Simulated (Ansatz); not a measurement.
**GaH5O2SSi: basis-set convergence**

An exercise on one series of results from a longer session: the logs are not shown, and one member is left open.

Computed with Ansatz 0.2.0, Gaussian basis. Level: one geometry, several basis sets.

The runs, in order: PBE0-D4/def2-SVP; ωB97M-V/def2-SVP; PBE0-D4/def2-QZVPP; ωB97M-V/def2-QZVPP; the functionals' def2-TZVPP values are taken from earlier runs.

### Structure used throughout

All runs share one geometry, relaxed beforehand with PBE0-D4 in a triple-zeta def2 set.

SMILES `[OH][Ga]([SH])[O][SiH3]`, 10 atoms, charge 0, spin multiplicity 1.

Atoms are counted from 1 here; the program's logs count them from 0.

Bond lengths: O1–Ga2 1.774 Å, O1–H6 0.961 Å, Ga2–S3 2.172 Å, Ga2–O4 1.779 Å, S3–H7 1.345 Å, O4–Si5 1.632 Å, Si5–H8 1.486 Å, Si5–H9 1.495 Å, Si5–H10 1.486 Å. Angles: Ga2–O1–H6 113.3°, O1–Ga2–S3 121.0°, O1–Ga2–O4 119.8°, S3–Ga2–O4 119.3°, Ga2–S3–H7 91.6°, Ga2–O4–Si5 136.6°, O4–Si5–H8 110.1°, O4–Si5–H9 110.7°, O4–Si5–H10 110.1°, H8–Si5–H9 108.3°, H8–Si5–H10 109.2°, H9–Si5–H10 108.3°.

Set-up of the first run:

Contents of in.yaml:

```yaml
crystal:
  periodic: [false, false, false]
  atoms:
    - {symbol: O, position_ang: [-1.960950, 0.121119, 1.348527]}
    - {symbol: Ga, position_ang: [-0.425090, -0.720135, 1.063822]}
    - {symbol: S, position_ang: [0.188732, -2.380891, 2.321737]}
    - {symbol: O, position_ang: [0.632160, -0.200944, -0.269937]}
    - {symbol: Si, position_ang: [0.600597, 0.946137, -1.429829]}
    - {symbol: H, position_ang: [-2.123172, 0.837180, 0.729130]}
    - {symbol: H, position_ang: [1.328200, -2.536308, 1.625201]}
    - {symbol: H, position_ang: [1.765295, 1.856924, -1.280516]}
    - {symbol: H, position_ang: [-0.648156, 1.761903, -1.333668]}
    - {symbol: H, position_ang: [0.642385, 0.315014, -2.774467]}
basis:
  gaussian: {orbitals: def2-SVP}
hamiltonian: {xc: pbe0, dispersion: d4}
output: {orbitals: {seedname: orbitals}}
```

The run is started by

```sh
> ansatz run in.yaml --threads 4 --pin off --events-out ev --progress --plain --max-ram 10444MiB
```

Among the steps run: PBE0-D4 in def2-SVP; ωB97M-V in def2-SVP; PBE0-D4 in def2-QZVPP; ωB97M-V in def2-QZVPP.

One table of the session follows, with a row left open; its other results are not shown here.

It belongs to the step «Functionals by basis». 

```
functional       basis  HOMO (eV)
   PBE0-D4    def2-SVP      -7.84
   PBE0-D4  def2-TZVPP          ?
   PBE0-D4  def2-QZVPP      -8.03
   ωB97M-V    def2-SVP     -10.01
   ωB97M-V  def2-TZVPP     -10.21
   ωB97M-V  def2-QZVPP     -10.24
```

Estimate the missing values for PBE0-D4, def2-TZVPP.

The run gave: HOMO (eV): -8.00. In the column «HOMO (eV)» it lies between PBE0-D4, def2-QZVPP (-8.03) and PBE0-D4, def2-SVP (-7.84).
